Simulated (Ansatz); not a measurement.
# CH3CuS: up Jacob's ladder to CCSD(T)

An exercise on one series of results from a longer session: the logs are not shown, and one member is left open.

Method: functionals in def2-TZVPP, the program's frozen cores in correlated methods; program: Ansatz 0.2.0, Gaussian basis.

The runs, in order: LDA (SPW92), PBE-D4, revPBE-D4, BLYP-D4, r2SCAN-D4, B97M-V, PBE0-D4, B3LYP-D4, r2SCANh-D4, r2SCAN0-D4, HSE06-D4, BHLYP-D4, CAM-B3LYP-D4, LC-ωPBE, ωB97X-V, ωB97M-V, B2PLYP, PBE-QIDH; CCSD(T)/def2-SVP.

### The relaxed structure

All runs share one geometry, relaxed beforehand with PBE0-D4 in a triple-zeta def2 set.

SMILES `C[S][Cu]`, 6 atoms, charge 0, spin multiplicity 1.

Atoms are counted from 1 here; the program's logs count them from 0.

Bond lengths: C1–S2 1.819 Å, C1–H4 1.092 Å, C1–H5 1.089 Å, C1–H6 1.089 Å, S2–Cu3 2.119 Å. Angles: S2–C1–H4 106.3°, S2–C1–H5 112.1°, S2–C1–H6 112.0°, H4–C1–H5 108.3°, H4–C1–H6 108.3°, H5–C1–H6 109.7°, C1–S2–Cu3 104.2°.

Coordinates:

```mol
CH3CuS
  3D, bonds by distance, orders not assigned

  6  5  0  0  0  0  0  0  0  0999 V2000
   -0.3610    0.3494   -0.3194 C   0  0
    0.1317   -1.3554    0.0814 S   0  0
    1.7270   -1.1267    1.4568 Cu  0  0
   -1.1841    0.2714   -1.0325 H   0  0
    0.4468    0.9088   -0.7899 H   0  0
   -0.7183    0.8885    0.5573 H   0  0
  1  2  8  0
  2  3  8  0
  1  4  8  0
  1  5  8  0
  1  6  8  0
M  END
```

Set-up of the first run:

File in.yaml:

```yaml
crystal:
  periodic: [false, false, false]
  atoms:
    - {symbol: C, position_ang: [-0.361006, 0.349393, -0.319360]}
    - {symbol: S, position_ang: [0.131691, -1.355422, 0.081380]}
    - {symbol: Cu, position_ang: [1.727000, -1.126672, 1.456814]}
    - {symbol: H, position_ang: [-1.184077, 0.271414, -1.032478]}
    - {symbol: H, position_ang: [0.446792, 0.908780, -0.789865]}
    - {symbol: H, position_ang: [-0.718300, 0.888506, 0.557310]}
basis:
  gaussian: {orbitals: def2-TZVPP}
hamiltonian: {xc: lda}
output: {orbitals: {seedname: orbitals}}
```

Launch:

```
$ ansatz run in.yaml --threads 2 --pin off --events-out ev --progress --plain --max-ram 32768MiB --backend cpu
```

Steps of the session up to this table: LDA; PBE-D4 (GGA); revPBE-D4 (GGA); BLYP-D4 (GGA); r2SCAN-D4 (meta-GGA); B97M-V (meta-GGA); B3LYP-D4 (hybrid); r2SCANh-D4 (hybrid); r2SCAN0-D4 (hybrid); HSE06-D4 (hybrid); BHLYP-D4 (hybrid); CAM-B3LYP-D4 (range-separated); LC-ωPBE (range-separated); ωB97X-V (range-separated); ωB97M-V (range-separated); B2PLYP (double hybrid); PBE-QIDH (double hybrid).

One of the session's tables, all rows but one given; the rest of the session is left out.

It belongs to the step «Frontier levels by functional». 

| functional | HOMO (eV) | LUMO (eV) | gap (eV) |
| --- | --- | --- | --- |
| LDA (SPW92) | -4.91 | -3.49 | 1.42 |
| PBE-D4 | ? | ? | ? |
| revPBE-D4 | -4.67 | -3.18 | 1.49 |
| BLYP-D4 | -4.65 | -3.28 | 1.37 |
| r2SCAN-D4 | -4.87 | -3.03 | 1.84 |
| B97M-V | -4.98 | -3.27 | 1.71 |
| PBE0-D4 | -5.81 | -2.38 | 3.42 |
| B3LYP-D4 | -5.66 | -2.74 | 2.92 |
| r2SCANh-D4 | -5.29 | -2.70 | 2.60 |
| r2SCAN0-D4 | -5.91 | -2.22 | 3.68 |
| HSE06-D4 | -5.41 | -2.75 | 2.66 |
| BHLYP-D4 | -6.76 | -1.69 | 5.08 |
| CAM-B3LYP-D4 | -7.11 | -1.62 | 5.50 |
| LC-ωPBE | -8.33 | -0.42 | 7.91 |
| ωB97X-V | -8.03 | -0.55 | 7.48 |
| ωB97M-V | -7.94 | -0.84 | 7.10 |

Estimate the missing values for PBE-D4.

The run gave: HOMO (eV): -4.74; LUMO (eV): -3.28; gap (eV): 1.46. In the column «HOMO (eV)» it lies between r2SCAN-D4 (-4.87) and revPBE-D4 (-4.67).
